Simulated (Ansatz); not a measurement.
# CH6BFSSi: small, medium and large basis sets

An exercise on one series of results from a longer session: the logs are not shown, and one member is left open.

The runs use Ansatz 0.2.0, Gaussian basis; one geometry, several basis sets.

The runs, in order: PBE0-D4/def2-SVP; ωB97M-V/def2-SVP; PBE0-D4/def2-QZVPP; ωB97M-V/def2-QZVPP; the functionals' def2-TZVPP values are taken from earlier runs.

## The relaxed structure

An earlier PBE0-D4 in a triple-zeta def2 set relaxation fixed the geometry.

SMILES `BSC(F)[SiH3]`, 11 atoms, charge 0, spin multiplicity 1.

Atoms are counted from 1 here; the program's logs count them from 0.

Bond lengths: B1–S2 1.760 Å, B1–H6 1.192 Å, B1–H7 1.193 Å, S2–C3 1.814 Å, C3–F4 1.386 Å, C3–Si5 1.906 Å, C3–H8 1.093 Å, Si5–H9 1.484 Å, Si5–H10 1.484 Å, Si5–H11 1.483 Å. Angles: S2–B1–H6 116.2°, S2–B1–H7 120.7°, H6–B1–H7 123.1°, B1–S2–C3 104.4°, S2–C3–F4 109.7°, S2–C3–Si5 110.5°, S2–C3–H8 107.2°, F4–C3–Si5 109.5°, F4–C3–H8 107.9°, Si5–C3–H8 112.0°, C3–Si5–H9 107.9°, C3–Si5–H10 108.7°, C3–Si5–H11 108.8°, H9–Si5–H10 110.3°, H9–Si5–H11 110.5°, H10–Si5–H11 110.5°.

As a file:

```xyz
11

B    -1.7296    1.6888    0.4582
S    -0.9199    0.2522    1.0725
C     0.6146    0.1533    0.1100
F     1.6798    0.5815    0.8860
Si    0.9268   -1.6361   -0.4673
H    -2.7873    1.9453    0.9434
H    -1.2333    2.3436   -0.4063
H     0.5137    0.8428   -0.7322
H    -0.1510   -2.0018   -1.4196
H     2.2493   -1.6952   -1.1381
H     0.9022   -2.5314    0.7142
```

The first run:

File in.yaml:

```yaml
crystal:
  periodic: [false, false, false]
  atoms:
    - {symbol: B, position_ang: [-1.729555, 1.688841, 0.458206]}
    - {symbol: S, position_ang: [-0.919918, 0.252242, 1.072492]}
    - {symbol: C, position_ang: [0.614617, 0.153261, 0.110037]}
    - {symbol: F, position_ang: [1.679767, 0.581467, 0.885995]}
    - {symbol: Si, position_ang: [0.926791, -1.636141, -0.467343]}
    - {symbol: H, position_ang: [-2.787290, 1.945275, 0.943369]}
    - {symbol: H, position_ang: [-1.233285, 2.343644, -0.406265]}
    - {symbol: H, position_ang: [0.513748, 0.842838, -0.732248]}
    - {symbol: H, position_ang: [-0.150958, -2.001770, -1.419635]}
    - {symbol: H, position_ang: [2.249321, -1.695250, -1.138113]}
    - {symbol: H, position_ang: [0.902161, -2.531407, 0.714205]}
basis:
  gaussian: {orbitals: def2-SVP}
hamiltonian: {xc: pbe0, dispersion: d4}
output: {orbitals: {seedname: orbitals}}
```

Steps of the session up to this table: PBE0-D4 in def2-SVP; ωB97M-V in def2-SVP; PBE0-D4 in def2-QZVPP; ωB97M-V in def2-QZVPP.

One table of the session follows, with a row left open; its other results are not shown here.

It belongs to the step «Density functionals: the series». 

```
functional       basis  HOMO (eV)
   PBE0-D4    def2-SVP      -8.31
   PBE0-D4  def2-TZVPP          ?
   PBE0-D4  def2-QZVPP      -8.35
   ωB97M-V    def2-SVP     -10.44
   ωB97M-V  def2-TZVPP     -10.49
   ωB97M-V  def2-QZVPP     -10.51
```

**Question.** Estimate the row for PBE0-D4, def2-TZVPP.

The run gave: HOMO (eV): -8.33. In the column «HOMO (eV)» it lies between PBE0-D4, def2-QZVPP (-8.35) and PBE0-D4, def2-SVP (-8.31).
